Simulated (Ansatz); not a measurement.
# C8H8: the cost of one run

Computed with Ansatz 0.2.0 (the levels named in each step, unless a step's input says otherwise).

## 1. The structure to begin with

Bond lengths (14 of 16 bonds, heavy atoms first): C1–C2 1.328 Å, C2–C3 1.458 Å, C3–C4 1.396 Å, C4–C5 1.381 Å, C5–C6 1.386 Å, C6–C7 1.385 Å, C3–C8 1.396 Å, C7–C8 1.381 Å, C1–H9 1.077 Å, C1–H10 1.076 Å, C2–H11 1.084 Å, C4–H12 1.079 Å, C5–H13 1.081 Å, C6–H14 1.080 Å. Angles (14 of 24 angles, heavy atoms first): C1–C2–C3 126.9°, C2–C3–C4 123.2°, C2–C3–C8 118.8°, C4–C3–C8 118.1°, C3–C4–C5 120.8°, C4–C5–C6 120.4°, C5–C6–C7 119.6°, C6–C7–C8 120.1°, C3–C8–C7 121.1°, C1–C2–H11 118.8°, C3–C2–H11 114.3°, C2–C1–H9 121.4°, C2–C1–H10 122.9°, C3–C4–H12 120.0°.

Structure file:

```xyz
16

C    -2.8624   -0.7826   -0.2897
C    -2.0079    0.2259   -0.1661
C    -0.5574    0.1348   -0.0443
C     0.1340   -1.0776   -0.0446
C     1.5096   -1.1067    0.0767
C     2.2275    0.0717    0.2019
C     1.5572    1.2833    0.2030
C     0.1813    1.3129    0.0818
H    -3.9222   -0.6118   -0.3733
H    -2.5507   -1.8127   -0.3122
H    -2.3938    1.2386   -0.1507
H    -0.4064   -2.0067   -0.1411
H     2.0275   -2.0553    0.0740
H     3.3029    0.0446    0.2972
H     2.1090    2.2072    0.2999
H    -0.3354    2.2627    0.0836
```

## 2. A rough first relaxation, PBE-D4/def2-SVP

This run stands in another session on the same molecule. It ended at:

```xyz
16

C    -2.9037   -0.7945   -0.2943
C    -2.0280    0.2251   -0.1685
C    -0.5641    0.1379   -0.0427
C     0.1396   -1.0903   -0.0436
C     1.5327   -1.1207    0.0785
C     2.2626    0.0749    0.2036
C     1.5821    1.3018    0.2066
C     0.1863    1.3301    0.0836
H    -3.9841   -0.6054   -0.3813
H    -2.5849   -1.8489   -0.3181
H    -2.4276    1.2549   -0.1521
H    -0.4137   -2.0366   -0.1408
H     2.0587   -2.0878    0.0758
H     3.3587    0.0475    0.2995
H     2.1427    2.2443    0.3038
H    -0.3444    2.2957    0.0863
```

## 3. Relaxation, HF/STO-3G

Contents of input.yaml:

```yaml
crystal:
  periodic: [false, false, false]
  atoms:
    - { symbol: C, position_ang: [-2.90368789, -0.79449872, -0.29431964] }
    - { symbol: C, position_ang: [-2.0280366, 0.22513404, -0.16849909] }
    - { symbol: C, position_ang: [-0.56409288, 0.13794034, -0.04272867] }
    - { symbol: C, position_ang: [0.13957758, -1.09034126, -0.04355544] }
    - { symbol: C, position_ang: [1.53271908, -1.12065168, 0.07850783] }
    - { symbol: C, position_ang: [2.26260346, 0.07493035, 0.20362805] }
    - { symbol: C, position_ang: [1.58214483, 1.30184526, 0.2066253] }
    - { symbol: C, position_ang: [0.1862703, 1.33010566, 0.08356292] }
    - { symbol: H, position_ang: [-3.98405623, -0.60542474, -0.3812591] }
    - { symbol: H, position_ang: [-2.58494492, -1.84887373, -0.31814601] }
    - { symbol: H, position_ang: [-2.42759963, 1.25493765, -0.15214216] }
    - { symbol: H, position_ang: [-0.41366982, -2.03657114, -0.14084061] }
    - { symbol: H, position_ang: [2.05869607, -2.08783894, 0.07576505] }
    - { symbol: H, position_ang: [3.35872956, 0.04750593, 0.299523] }
    - { symbol: H, position_ang: [2.14269253, 2.24428674, 0.30375231] }
    - { symbol: H, position_ang: [-0.34437544, 2.29572425, 0.08625627] }
basis:
  gaussian: { orbitals: STO-3G }
hamiltonian:
  xc: hf
relax:
  f_tol: 0.004
  max_steps: 150
```

On the command line:

```console
$ ansatz run input.yaml --threads 4 --pin off --max-ram 10240MiB --backend cpu --events-out ev --progress --plain --runs-dir out
```

**Question.** How long does this run take on 4 threads of Arm Neoverse V2, shared host, and how much memory does it need?

About 3.3 s, with a peak of 0.11 GiB.
